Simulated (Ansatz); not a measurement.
# CH6Cl2SSi2: a ladder of functionals and wavefunction methods

Aim: compute CH6Cl2SSi2 with functionals from several rungs and with coupled cluster. The yardstick is the atomisation energy at the CCSD(T) limit.

Method: functionals in def2-TZVPP, the program's frozen cores in correlated methods; program: Ansatz 0.2.0, Gaussian basis.

Levels to be run: PBE-D4, r2SCAN-D4, PBE0-D4, B3LYP-D4, ωB97X-V, ωB97M-V, B2PLYP; CCSD(T)/def2-TZVPP; MP2/def2-QZVPP; extrapolation to the limit.

**1. Structure used throughout**

The geometry comes from an earlier relaxation with PBE0-D4 in a triple-zeta def2 set; it is a stationary point, not always the lowest conformer.

SMILES `C[SiH](Cl)S[SiH2]Cl`, 12 atoms, charge 0, spin multiplicity 1.

Atoms are counted from 1 here; the program's logs count them from 0.

Bond lengths: C1–Si2 1.854 Å, C1–H7 1.092 Å, C1–H8 1.092 Å, C1–H9 1.093 Å, Si2–Cl3 2.054 Å, Si2–S4 2.142 Å, Si2–H10 1.480 Å, S4–Si5 2.119 Å, Si5–Cl6 2.052 Å, Si5–H11 1.478 Å, Si5–H12 1.479 Å. Angles: Si2–C1–H7 110.8°, Si2–C1–H8 111.5°, Si2–C1–H9 108.7°, H7–C1–H8 109.1°, H7–C1–H9 108.7°, H8–C1–H9 108.0°, C1–Si2–Cl3 108.8°, C1–Si2–S4 114.0°, C1–Si2–H10 112.6°, Cl3–Si2–S4 110.3°, Cl3–Si2–H10 106.9°, S4–Si2–H10 104.0°, Si2–S4–Si5 102.1°, S4–Si5–Cl6 112.8°, S4–Si5–H11 105.7°, S4–Si5–H12 111.7°, Cl6–Si5–H11 108.8°, Cl6–Si5–H12 106.5° and more.

**2. PBE-D4 (GGA)**

File in.yaml:

```yaml
crystal:
  periodic: [false, false, false]
  atoms:
    - {symbol: C, position_ang: [0.838877, 1.079026, -0.838426]}
    - {symbol: Si, position_ang: [0.004576, 1.204583, 0.812064]}
    - {symbol: Cl, position_ang: [1.405642, 0.910121, 2.285348]}
    - {symbol: S, position_ang: [-1.633381, -0.151893, 1.064579]}
    - {symbol: Si, position_ang: [-0.998992, -1.830158, -0.063708]}
    - {symbol: Cl, position_ang: [0.789518, -2.597157, 0.587873]}
    - {symbol: H, position_ang: [0.117346, 1.210537, -1.647761]}
    - {symbol: H, position_ang: [1.340149, 0.117107, -0.960495]}
    - {symbol: H, position_ang: [1.594464, 1.865377, -0.910488]}
    - {symbol: H, position_ang: [-0.593580, 2.537329, 1.046684]}
    - {symbol: H, position_ang: [-2.049692, -2.854076, 0.115843]}
    - {symbol: H, position_ang: [-0.814916, -1.490787, -1.491522]}
basis:
  gaussian: {orbitals: def2-TZVPP}
hamiltonian: {xc: pbe, dispersion: d4}
output: {forces: true, orbitals: {seedname: orbitals}}
```

Command:

```
> ansatz run in.yaml --threads 2 --pin off --events-out ev --progress --plain --max-ram 22528MiB --backend cuda --devices 0, --max-vram 18GiB
```

Further steps of the session: r2SCAN-D4 (meta-GGA); PBE0-D4 (hybrid); B3LYP-D4 (hybrid); ωB97X-V (range-separated); ωB97M-V (range-separated); B2PLYP (double hybrid); CCSD(T) in def2-TZVPP; MP2 in def2-QZVPP.

Q: Predict the results of all the runs planned. Wanted: atomisation energy, CCSD(T)/CBS; farthest; mean size of error, hybrid; mean size of error, range-separated; gap, smallest and largest; T1 diagnostic; triples share of the correlation energy.

**Answer**, as computed:

```
                               quantity                                 value
        atomisation energy, CCSD(T)/CBS                             42.229 eV
    functionals within 0.211 eV (0.5 %)   PBE-D4, r2SCAN-D4, PBE0-D4, ωB97M-V
                               farthest                    B2PLYP (-0.907 eV)
             mean size of error, hybrid                              0.243 eV
    mean size of error, range-separated                              0.218 eV
              gap, smallest and largest  5.58 eV (PBE-D4), 12.11 eV (ωB97X-V)
                          T1 diagnostic                                0.0101
triples share of the correlation energy                                 4.2 %
```

**Reading.** PBE-D4 is off by +0.151 eV. Double hybrids carry the basis error of their MP2 part in triple zeta, and no dispersion term here, so their miss is partly the set-up's. Misses under about 0.211 eV are within the doubt on the reference itself, which lacks core-valence correlation, relativity and higher excitations. Hartree-Fock recovers 75 % of the binding; the rest is correlation. The gap grows from 5.6 to 12.1 eV across the functionals, mostly with the share of exact exchange.
